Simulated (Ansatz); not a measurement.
**CH₆FNSi: small, medium and large basis sets**

How large a basis does CH₆FNSi need? Two functionals are run in growing sets.

The runs use Ansatz 0.2.0, Gaussian basis; one geometry, several basis sets.

Levels to be run: PBE0-D4/def2-SVP; ωB97M-V/def2-SVP; PBE0-D4/def2-QZVPP; ωB97M-V/def2-QZVPP; the functionals' def2-TZVPP values are taken from earlier runs.

## Step 1: Structure used throughout

All runs share one geometry, relaxed beforehand with PBE0-D4 in a triple-zeta def2 set.

SMILES `N[SiH2]CF`, 10 atoms, charge 0, spin multiplicity 1.

Atoms are counted from 1 here; the program's logs count them from 0.

Bond lengths: N1–Si2 1.717 Å, N1–H5 1.007 Å, N1–H6 1.008 Å, Si2–C3 1.890 Å, Si2–H7 1.493 Å, Si2–H8 1.488 Å, C3–F4 1.398 Å, C3–H9 1.095 Å, C3–H10 1.095 Å. Angles: Si2–N1–H5 120.0°, Si2–N1–H6 118.6°, H5–N1–H6 110.7°, N1–Si2–C3 107.5°, N1–Si2–H7 115.8°, N1–Si2–H8 108.3°, C3–Si2–H7 107.4°, C3–Si2–H8 109.5°, H7–Si2–H8 108.1°, Si2–C3–F4 109.1°, Si2–C3–H9 112.2°, Si2–C3–H10 111.5°, F4–C3–H9 108.0°, F4–C3–H10 107.8°, H9–C3–H10 108.2°.

## Step 2: PBE0-D4 in def2-SVP

in.yaml

```yaml
crystal:
  periodic: [false, false, false]
  atoms:
    - {symbol: N, position_ang: [-1.097799, 1.172968, 0.031154]}
    - {symbol: Si, position_ang: [0.084028, 0.168477, -0.704877]}
    - {symbol: C, position_ang: [0.861241, -0.887354, 0.656328]}
    - {symbol: F, position_ang: [-0.139250, -1.643728, 1.274894]}
    - {symbol: H, position_ang: [-1.469831, 1.963522, -0.469698]}
    - {symbol: H, position_ang: [-1.810517, 0.743138, 0.600447]}
    - {symbol: H, position_ang: [-0.417935, -0.762042, -1.758865]}
    - {symbol: H, position_ang: [1.125022, 1.039381, -1.314420]}
    - {symbol: H, position_ang: [1.614360, -1.578719, 0.263671]}
    - {symbol: H, position_ang: [1.333882, -0.266742, 1.424366]}
basis:
  gaussian: {orbitals: def2-SVP}
hamiltonian: {xc: pbe0, dispersion: d4}
output: {orbitals: {seedname: orbitals}}
```

The run is started by

```
> ansatz run in.yaml --threads 2 --pin off --events-out ev --progress --plain --max-ram 4352MiB
```

The runs that follow: ωB97M-V in def2-SVP; PBE0-D4 in def2-QZVPP; ωB97M-V in def2-QZVPP.

Before running them: what should the planned runs give, taken together? Wanted: PBE0-D4: double and triple zeta above quadruple; ωB97M-V: double and triple zeta above quadruple.

**Answer**, as computed:

| quantity | value |
| --- | --- |
| PBE0-D4: double and triple zeta above quadruple | 9.95, 0.58 eV |
| ωB97M-V: double and triple zeta above quadruple | 10.16, 0.55 eV |

In words: For PBE0-D4 the step from double to triple zeta gains 9.37 eV and the next only 0.58 eV. These are total energies; as a rule much of such shifts cancels in differences, which this series doesn't test. The LUMO of ωB97M-V is positive and keeps falling with the basis (2.87 to 1.51 eV): an unbound level that the basis holds in place.
